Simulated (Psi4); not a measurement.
# LiGeH2Br (SMILES [Li][Br].[GeH2]): PBE0/jun-cc-pVDZ (density fitting with def2-universal-jkfit, counterpoise nocp, fragments set)

Aim: the interaction energy of LiGeH2Br. 

Program for the calculation: Psi4 1.11.

8 further runs of the same task are left out: 8 set aside as unsound or not needed.

## (1) The system as given

LiGeH2Br has 5 atoms, charge 0, and is taken as a singlet. SMILES: `[Li][Br].[GeH2]`. The shape comes from GFN2-xTB, which is rough for such elements, and wasn't checked as a minimum.

Bond lengths: Li1–Br2 2.218 Å, Li1–Ge3 2.949 Å, Ge3–H4 1.651 Å, Ge3–H5 1.651 Å. Angles: Br2–Li1–Ge3 179.7°, Li1–Ge3–H4 43.1°, Li1–Ge3–H5 43.4°, H4–Ge3–H5 86.5°.

## (2) The interaction energy at PBE0/jun-cc-pVDZ (density fitting with def2-universal-jkfit, counterpoise nocp, fragments set)

brgeh2li.in

```
memory 1600 mb

molecule {
  0 1
  Li    -0.253750    -0.487970    -0.641550
  Br    -0.914630    -1.775040    -2.322190
  --
  0 1
  Ge     0.626630     1.210090     1.603240
  H      1.185630    -0.126800     0.811140
  H     -0.643880     1.179720     0.549360
  units angstrom
  symmetry c1
  no_reorient
  no_com
}

set {
  reference rks
  df_basis_scf def2-universal-jkfit
}

energy_value, wavefunction = energy("pbe0/jun-cc-pVDZ", bsse_type='nocp', return_wfn=True)
```

The run is started by

```
$ psi4 -i brgeh2li.in -o brgeh2li.out -n 1
```

brgeh2li.out:

```text
Psi4 1.11 release

  //>>>>>>>>>>>>>>>>>>>>>>>>>>>>>>>>>>>//
  //   ManyBody Setup: N-Body Levels 2 //
  //<<<<<<<<<<<<<<<<<<<<<<<<<<<<<<<<<<<//

    Model chemistry "(auto)" (§A):          3
        Number of 1-body computations:      2 (nocp: 2, cp: 0, vmfc_compute: 0)
        Number of 2-body computations:      1 (nocp: 1, cp: 0, vmfc_compute: 0)

    -----------------------------------------------------------------------
                               Psi4 1.11 release

    h
    h
    h

    -----------------------------------------------------------------------

    Memory:     1.5 GiB
    Threads:    1
                ecpint, einsums, f̶o̶r̶t̶e̶, gauxc, gcp, g̶d̶m̶a̶, geometric, g̶p̶u̶_̶d̶f̶c̶c̶,
                i̶n̶t̶e̶g̶r̶a̶t̶o̶r̶x̶x̶, i̶p̶i̶, libefp, m̶d̶i̶, m̶p̶2̶d̶, m̶r̶c̶c̶, ooo,
                o̶p̶e̶n̶f̶e̶r̶m̶i̶o̶n̶p̶s̶i̶4̶, pcmsolver, p̶s̶i̶4̶f̶o̶c̶k̶c̶i̶, p̶s̶i̶x̶a̶s̶,
                p̶y̶e̶i̶n̶s̶u̶m̶s̶, r̶e̶s̶p̶, s̶i̶m̶i̶n̶t̶, s̶n̶s̶m̶p̶2̶,
                v̶2̶r̶d̶m̶_̶c̶a̶s̶s̶c̶f̶

   => Loading Basis Set <=

    Name: JUN-CC-PVDZ
    Role: ORBITAL
    Keyword: BASIS

         ---------------------------------------------------------
                                   SCF
                              RKS Reference
                        1 Threads,   1525 MiB Core
         ---------------------------------------------------------

  ==> Geometry <==

    Molecular point group: c1
    Full point group: C1

    Geometry (in Bohr), charge = 0, multiplicity = 1:

       Center              X                  Y                   Z               Mass
    ------------   -----------------  -----------------  -----------------  -----------------
         LI          -0.479518004335    -0.922129657440    -1.212353795787     7.016003436600
         BR          -1.728400206127    -3.354339461733    -4.388303111277    78.918337600000

  Running in c1 symmetry.

  Rotational constants: A = 416090.87933  B =      0.02262  C =      0.02262 [cm^-1]
  Rotational constants: A = 12474090746.57655  B =    678.12928  C =    678.12924 [MHz]
  Nuclear repulsion =   25.055452277568680

  Charge       = 0
  Multiplicity = 1
  Electrons    = 38
  Nalpha       = 19
  Nbeta        = 19

  ==> Algorithm <==

  SCF Algorithm Type is DF.
  DIIS enabled.
  MOM disabled.
  Fractional occupation disabled.
  Guess Type is SAD.
  Energy threshold   = 1.00e-06
  Density threshold  = 1.00e-06
  Integral threshold = 1.00e-12

  ==> Primary Basis <==

  Basis Set: JUN-CC-PVDZ
    Blend: JUN-CC-PVDZ
    Number of shells: 21
    Number of basis functions: 49
    Number of Cartesian functions: 52
    Spherical Harmonics?: true
    Max angular momentum: 2

  ==> DFT Potential <==

   => LibXC <=

    Version 7.1.2

   => Composite Functional: PBE0 <=

    PBE0 Hyb-GGA Exchange-Correlation Functional

    Deriv               =              1
    GGA                 =           TRUE
    Meta                =          FALSE

    Exchange Hybrid     =           TRUE
    MP2 Hybrid          =          FALSE

   => Exchange Functionals <=

    0.7500   Perdew, Burke & Ernzerhof

   => Exact (HF) Exchange <=

    0.2500               HF

   => Correlation Functionals <=

    1.0000   Perdew, Burke & Ernzerhof

   => LibXC Density Thresholds  <==

    XC_HYB_GGA_XC_PBEH:  1.00E-15

   => Molecular Quadrature <=

    Radial Scheme          =       TREUTLER
    Pruning Scheme         =           NONE
    Nuclear Scheme         =       TREUTLER

    Blocking Scheme        =         OCTREE
    BS radius alpha        =              1
    Pruning alpha          =              1
    Radial Points          =             75
    Spherical Points       =            302
    Total Points           =          45084
    Total Blocks           =            435
    Max Points             =            255
    Max Functions          =             49
    Weights Tolerance      =       1.00E-15

   => Loading Basis Set <=

    Name: DEF2-UNIVERSAL-JKFIT
    Role: JKFIT
    Keyword: DF_BASIS_SCF

  ==> Integral Setup <==

  DFHelper Memory: AOs need 0.007 GiB; user supplied 1.060 GiB.
  SCF_SUBTYPE=INCORE selected. In-core MEM_DF algorithm will be used.
  Using in-core AOs.

  ==> MemDFJK: Density-Fitted J/K Matrices <==

    J tasked:                   Yes
    K tasked:                   Yes
    wK tasked:                   No
    Memory [MiB]:              1085
    Algorithm:                 Core
    Schwarz Cutoff:           1E-12
    Mask sparsity (%):       0.0000
    Fitting Condition:        1E-10

   => Auxiliary Basis Set <=

  Basis Set: DEF2-UNIVERSAL-JKFIT
    Blend: DEF2-UNIVERSAL-JKFIT
    Number of shells: 77
    Number of basis functions: 317
    Number of Cartesian functions: 431
    Spherical Harmonics?: true
    Max angular momentum: 5

  Cached 100.0% of DFT collocation blocks in 0.057 [GiB].

  Minimum eigenvalue in the overlap matrix is 5.6122450326E-03.
  Reciprocal condition number of the overlap matrix is 1.3509171621E-03.
    Using symmetric orthogonalization.

  ==> Pre-Iterations <==

  SCF Guess: Superposition of Atomic Densities via on-the-fly atomic UHF (no occupation information).

   -------------------------
    Irrep   Nso     Nmo
   -------------------------
     A         49      49
   -------------------------
    Total      49      49
   -------------------------

  ==> Iterations <==

                           Total Energy        Delta E     RMS |[F,P]|

   @DF-RKS iter SAD: -2579.66894571092507   -2.57967e+03   0.00000e+00
   @DF-RKS iter   1: -2581.16803634023199   -1.49909e+00   1.45841e-02 DIIS/ADIIS
   @DF-RKS iter   2: -2581.07965440419412    8.83819e-02   1.51877e-02 DIIS/ADIIS
   @DF-RKS iter   3: -2581.40357875017844   -3.23924e-01   1.58355e-03 DIIS/ADIIS
   @DF-RKS iter   4: -2581.40842576055411   -4.84701e-03   4.66502e-04 DIIS/ADIIS
   @DF-RKS iter   5: -2581.40876496008377   -3.39200e-04   9.45199e-05 DIIS
   @DF-RKS iter   6: -2581.40877983826249   -1.48782e-05   4.48589e-06 DIIS
   @DF-RKS iter   7: -2581.40877989046976   -5.22073e-08   3.42113e-07 DIIS
  Energy and wave function converged.
[... 27 lines left out ...]
    Final Occupation by Irrep:
[... 5 lines left out ...]
  @DF-RKS Final Energy: -2581.40877989046976
[... 3 lines left out ...]
    Nuclear Repulsion Energy =             25.0554522775686799
    One-Electron Energy =               -3644.4660321014430338
    Two-Electron Energy =                1108.0633732969749872
    DFT Exchange-Correlation Energy =     -70.0615733635697921
    Empirical Dispersion Energy =           0.0000000000000000
    VV10 Nonlocal Energy =                  0.0000000000000000
    Total Energy =                      -2581.4087798904693045
[... 14 lines left out ...]
 Dipole X            :         62.7957560          -61.9325612            0.8631947
 Dipole Y            :        121.8493500         -120.1682701            1.6810798
 Dipole Z            :        159.4228034         -157.2276703            2.1951331
[... 75 lines left out ...]
    Weights Tolerance      =       1.00E-15
[... 48 lines left out ...]
                           Total Energy        Delta E     RMS |[F,P]|
[... 1 line left out ...]
   @DF-RKS iter SAD: -2074.02342094826645   -2.07402e+03   0.00000e+00
   @DF-RKS iter   1: -2077.27770311482664   -3.25428e+00   2.45248e-02 DIIS/ADIIS
   @DF-RKS iter   2: -2077.53556179516954   -2.57859e-01   2.11602e-02 DIIS/ADIIS
   @DF-RKS iter   3: -2077.84257464239272   -3.07013e-01   8.72965e-04 DIIS/ADIIS
   @DF-RKS iter   4: -2077.84327600911047   -7.01367e-04   1.60568e-04 DIIS/ADIIS
   @DF-RKS iter   5: -2077.84332211163337   -4.61025e-05   1.88855e-05 DIIS
   @DF-RKS iter   6: -2077.84332268675644   -5.75123e-07   1.83252e-06 DIIS
   @DF-RKS iter   7: -2077.84332269264314   -5.88670e-09   1.02706e-07 DIIS
  Energy and wave function converged.
[... 6 lines left out ...]
    Final Occupation by Irrep:
[... 5 lines left out ...]
  @DF-RKS Final Energy: -2077.84332269264314
[... 3 lines left out ...]
    Nuclear Repulsion Energy =             20.7444819981203814
    One-Electron Energy =               -2935.9823748671497015
    Two-Electron Energy =                 897.2940620786997670
    DFT Exchange-Correlation Energy =     -59.8994919023139047
    Empirical Dispersion Energy =           0.0000000000000000
    VV10 Nonlocal Energy =                  0.0000000000000000
    Total Energy =                      -2077.8433226926431416
[... 14 lines left out ...]
 Dipole X            :        -38.8786125           38.9168498            0.0382372
 Dipole Y            :        -75.0911823           75.1653684            0.0741861
 Dipole Z            :        -99.4210134           99.5208768            0.0998635
[... 22 lines left out ...]
                p̶y̶e̶i̶n̶s̶u̶m̶s̶, r̶e̶s̶p̶, s̶i̶m̶i̶n̶t̶, s̶n̶s̶m̶p̶2̶,
                v̶2̶r̶d̶m̶_̶c̶a̶s̶s̶c̶f̶

  ==> Geometry <==

    Molecular point group: c1
    Full point group: C1

    Geometry (in Bohr), charge = 0, multiplicity = 1:

       Center              X                  Y                   Z               Mass
    ------------   -----------------  -----------------  -----------------  -----------------
         LI          -0.479518004335    -0.922129657440    -1.212353795787     7.016003436600
         BR          -1.728400206127    -3.354339461733    -4.388303111277    78.918337600000
         GE           1.184159081996     2.286738687155     3.029684513379    73.921177761000
         H            2.240515986127    -0.239617272708     1.532832449404     1.007825032230
         H           -1.216756857660     2.229347704725     1.038139944282     1.007825032230

  Running in c1 symmetry.

  Rotational constants: A =      6.51060  B =      0.01569  C =      0.01566 [cm^-1]
  Rotational constants: A = 195182.83463  B =    470.48390  C =    469.35837 [MHz]
  Nuclear repulsion =  188.245475361161368

  Charge       = 0
  Multiplicity = 1
  Electrons    = 72
  Nalpha       = 36
  Nbeta        = 36

  ==> Primary Basis <==

  Basis Set: JUN-CC-PVDZ
    Blend: JUN-CC-PVDZ
    Number of shells: 40
    Number of basis functions: 90
    Number of Cartesian functions: 95
    Spherical Harmonics?: true
    Max angular momentum: 2

   => Molecular Quadrature <=

    Radial Scheme          =       TREUTLER
    Pruning Scheme         =           NONE
    Nuclear Scheme         =       TREUTLER

    Blocking Scheme        =         OCTREE
    BS radius alpha        =              1
    Pruning alpha          =              1
    Radial Points          =             75
    Spherical Points       =            302
    Total Points           =         110908
    Total Blocks           =            920
    Max Points             =            256
    Max Functions          =             90
    Weights Tolerance      =       1.00E-15

  ==> Integral Setup <==

  DFHelper Memory: AOs need 0.041 GiB; user supplied 0.883 GiB.
  SCF_SUBTYPE=INCORE selected. In-core MEM_DF algorithm will be used.
  Using in-core AOs.

  ==> MemDFJK: Density-Fitted J/K Matrices <==

    J tasked:                   Yes
    K tasked:                   Yes
    wK tasked:                   No
    Memory [MiB]:               904
    Algorithm:                 Core
    Schwarz Cutoff:           1E-12
    Mask sparsity (%):       2.1728
    Fitting Condition:        1E-10

   => Auxiliary Basis Set <=

  Basis Set: DEF2-UNIVERSAL-JKFIT
    Blend: DEF2-UNIVERSAL-JKFIT
    Number of shells: 149
    Number of basis functions: 619
    Number of Cartesian functions: 842
    Spherical Harmonics?: true
    Max angular momentum: 5

  Cached 100.0% of DFT collocation blocks in 0.235 [GiB].

  Minimum eigenvalue in the overlap matrix is 2.7412847653E-03.
  Reciprocal condition number of the overlap matrix is 4.5030988967E-04.
    Using symmetric orthogonalization.

  ==> Pre-Iterations <==

  SCF Guess: Superposition of Atomic Densities via on-the-fly atomic UHF (no occupation information).

   -------------------------
    Irrep   Nso     Nmo
   -------------------------
     A         90      90
   -------------------------
    Total      90      90
   -------------------------

  ==> Iterations <==

                           Total Energy        Delta E     RMS |[F,P]|

   @DF-RKS iter SAD: -4653.77342201089050   -4.65377e+03   0.00000e+00
   @DF-RKS iter   1: -4658.53119112685090   -4.75777e+00   1.36540e-02 DIIS/ADIIS
   @DF-RKS iter   2: -4658.61260546757785   -8.14143e-02   1.25478e-02 DIIS/ADIIS
   @DF-RKS iter   3: -4659.24230359243393   -6.29698e-01   2.08290e-03 DIIS/ADIIS
   @DF-RKS iter   4: -4659.26835038073023   -2.60468e-02   5.12161e-04 DIIS/ADIIS
   @DF-RKS iter   5: -4659.26927356742362   -9.23187e-04   6.69337e-05 DIIS
   @DF-RKS iter   6: -4659.26930772942706   -3.41620e-05   1.44921e-05 DIIS
   @DF-RKS iter   7: -4659.26930998833905   -2.25891e-06   2.97572e-06 DIIS
   @DF-RKS iter   8: -4659.26931025464819   -2.66309e-07   1.01472e-06 DIIS
   @DF-RKS iter   9: -4659.26931027849969   -2.38515e-08   4.48312e-07 DIIS
  Energy and wave function converged.

  ==> Post-Iterations <==

   Electrons on quadrature grid:
      Ntotal   =   71.9999913541 ; deviation = -8.646e-06

    Orbital Energies [Eh]
    ---------------------

    Doubly Occupied:

       1A   -483.191809     2A   -399.228434     3A    -62.595069
       4A    -56.367465     5A    -56.367331     6A    -56.367271
       7A    -50.044305     8A    -44.528125     9A    -44.525099
[... 8 lines of this table left out ...]
      34A     -0.260970    35A     -0.235913    36A     -0.235492

    Virtual:

      37A     -0.172746    38A     -0.044631    39A     -0.038232
      40A      0.004451    41A      0.004599    42A      0.006630
      43A      0.013590    44A      0.018030    45A      0.030127
[... 14 lines of this table left out ...]
      88A      1.608365    89A      1.766127    90A      1.811563

    Final Occupation by Irrep:
              A
    DOCC [    36 ]
    NA   [    36 ]
    NB   [    36 ]

  @DF-RKS Final Energy: -4659.26931027849969

   => Energetics <=

    Nuclear Repulsion Energy =            188.2454753611613683
    One-Electron Energy =               -6863.6462746502602386
    Two-Electron Energy =                2146.1077276654295929
    DFT Exchange-Correlation Energy =    -129.9762386548304391
    Empirical Dispersion Energy =           0.0000000000000000
    VV10 Nonlocal Energy =                  0.0000000000000000
    Total Energy =                      -4659.2693102784996881

Computation Completed

Properties will be evaluated at   0.000000,   0.000000,   0.000000 [a0]

Properties computed using the SCF density matrix

 Multipole Moments:

 ------------------------------------------------------------------------------------
     Multipole            Electronic (a.u.)      Nuclear  (a.u.)        Total (a.u.)
 ------------------------------------------------------------------------------------

 L = 1.  Multiply by 2.5417464519 to convert [e a0] to [Debye]
 Dipole X            :         24.1559690          -23.0157115            1.1402575
 Dipole Y            :         47.2190644          -45.0029017            2.2161627
 Dipole Z            :         60.6120366          -57.7067935            2.9052431
 Magnitude           :                                                    3.8277933

 ------------------------------------------------------------------------------------

	total time  =          9 seconds =       0.15 minutes

    Psi4 run time: 0:00:08.97

  //>>>>>>>>>>>>>>>>>>>>>>>>>>>>>>>>>>>//
  //          ManyBody Results         //
  //<<<<<<<<<<<<<<<<<<<<<<<<<<<<<<<<<<<//

   ==> N-Body: Non-Counterpoise Corrected (NoCP) energies <==

              MC n-Body  Total Energy            Interaction Energy                          N-body Contribution to Interaction Energy
                         [Eh]                    [Eh]                  [kcal/mol]            [Eh]                  [kcal/mol]
              §A  1    -4659.252102583113        0.000000000000        0.000000000000        0.000000000000        0.000000000000
     FULL/RTN §A  2    -4659.269310278500       -0.017207695387      -10.797991877087       -0.017207695387      -10.797991877087

   MC Legend: §A: "(auto)"

    Psi4 run time: 0:00:16.92

[set-up sections that repeat, and orbital energies of the middle runs, are left out above]
```

Wall time 19 s (1 thread of Intel Xeon Platinum 8259CL at 2.50GHz (Skylake/Cascade Lake), shared host); peak memory 0.63 GiB.

## (3) Outcome

At PBE0/jun-cc-pVDZ (density fitting with def2-universal-jkfit, counterpoise nocp, fragments set):

```
          quantity          value
interaction energy  -45.18 kJ/mol
```
